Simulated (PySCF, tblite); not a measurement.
# CH11NSi3: geometry, infrared bands and NMR shifts

Aim: predict the infrared bands and NMR shifts of CH11NSi3 (`C[Si](N)([SiH3])[SiH3]`).

Programs: tblite 0.8.0 and PySCF 2.14.0, with density-fitted response routines of our own. Each step states its level of theory. These are calculated values for one molecule in the gas phase, unless marked as measured. Atoms count from 0, in the outputs and in this text.

## (1) Starting geometry

16 atoms, charge 0, multiplicity 1; geometry from: force field or distance geometry start.

Bonds of the start (Å): C0–Si1 1.84, Si1–N2 1.73, Si1–Si3 2.34, Si1–Si4 2.33, C0–H5 1.10, C0–H6 1.09, C0–H7 1.09, N2–H8 1.02, N2–H9 1.01, Si3–H10 1.48, Si3–H11 1.50, Si3–H12 1.48, Si4–H13 1.48, Si4–H14 1.49, Si4–H15 1.49.

## (2) Optimising the geometry with GFN2-xTB

Job settings and geometry (Å):

```
{"job": {"kind": "relax", "xc": "GFN2-xTB", "basis": "xTB"}, "charge": 0, "multiplicity": 1}
C      0.523500     1.467600    -1.161400
Si     0.063100     0.326500     0.212400
N      0.406300     1.067100     1.734700
Si     1.223600    -1.680800    -0.090200
Si    -2.158200    -0.336700    -0.025800
H     -0.066000     2.399400    -1.107700
H      1.576300     1.742600    -1.128800
H      0.327500     1.025300    -2.135500
H      0.195000     0.444900     2.513300
H      1.379600     1.310600     1.821900
H      0.908900    -2.269400    -1.415000
H      0.842300    -2.642700     0.997900
H      2.678300    -1.415600     0.024100
H     -2.513600    -1.285800     1.050100
H     -2.336600    -0.993800    -1.347600
H     -3.057500     0.849600     0.046200
```

On the command line:

```bash
OMP_NUM_THREADS=1 python probes_run.py task.json out
```

This one command runs all jobs of the session in turn.

**Question.** This job is followed by: GFN2-xTB harmonic vibrations, gas phase; GIAO PBE0/pcSseg-1 NMR shielding, non-relativistic, gas phase. What will the session give for the following? strongest single infrared mode (GFN2-xTB); zero-point energy (GFN2-xTB); 13C shifts against TMS (PBE0/pcSseg-1); 1H shifts against TMS (PBE0/pcSseg-1, means over atoms taken as alike); 29Si shifts against TMS (PBE0/pcSseg-1, means over atoms taken as alike); 15N shifts against NH3 (PBE0/pcSseg-1).

As calculated:

| quantity | value |
| --- | --- |
| strongest single infrared mode (GFN2-xTB) | 760 cm⁻¹, 1131 km/mol |
| zero-point energy (GFN2-xTB) | 68.9 kcal/mol |
| 13C shifts against TMS (PBE0/pcSseg-1) | 1.6 ppm |
| 1H shifts against TMS (PBE0/pcSseg-1, means over atoms taken as alike) | 3.35, 0.54, -0.25 ppm |
| 29Si shifts against TMS (PBE0/pcSseg-1, means over atoms taken as alike) | -19.0, -117.3 ppm |
| 15N shifts against NH3 (PBE0/pcSseg-1) | 11.2 ppm |

Over 70 steps the energy fell by 0.313 eV; of the close pairs, C0–Si1 changed most, 1.844 to 1.912 Å. No mode is imaginary among the 42: a minimum at this level. The strongest single mode, at 760 cm⁻¹, has its largest shares on H11, H10, H13 and H14 (the list is cut at 4 atoms). Unscaled tight-binding wavenumbers are off by several per cent, some by more. Its intensities can rank the bands wrongly.
